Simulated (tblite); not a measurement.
# CH4ClFOSi: the cost of one run

Computed with tblite 0.8.0 and PySCF 2.14.0; each step states its level. No surroundings beyond the atoms listed, unless a continuum is named. Atoms count from 0, parts from 1.

### 1 Starting point

9 atoms, charge 0, multiplicity 1; geometry: distance geometry start.

### 2 Geometry optimisation with GFN2-xTB

The job: settings as JSON, then the geometry in Å.

```
{"job": {"kind": "relax", "xc": "GFN2-xTB", "basis": "xTB"}, "charge": 0, "multiplicity": 1}
C     -1.477894     0.716167     0.512630
Si    -0.840892    -0.759215     1.410436
O     -0.682948     1.800556     0.807442
F     -2.709632     0.941356     0.887944
Cl    -1.447866     0.387964    -1.205060
H     -0.539896    -0.409447     2.747223
H      0.349555    -1.220075     0.783540
H     -1.802632    -1.779629     1.412335
H     -0.086751     2.222728     0.180066
```

With the program's defaults for keys left out, this is: GFN2-xTB geometry optimisation, gas phase.

Command:

```console
OMP_NUM_THREADS=1 python cluster_run.py task.json out
```

One launch serves the whole session: the jobs run in the order shown.

Q: Estimate the wall time of this first job on 1 thread of Arm Neoverse V1, shared host.

About 1.1 s.
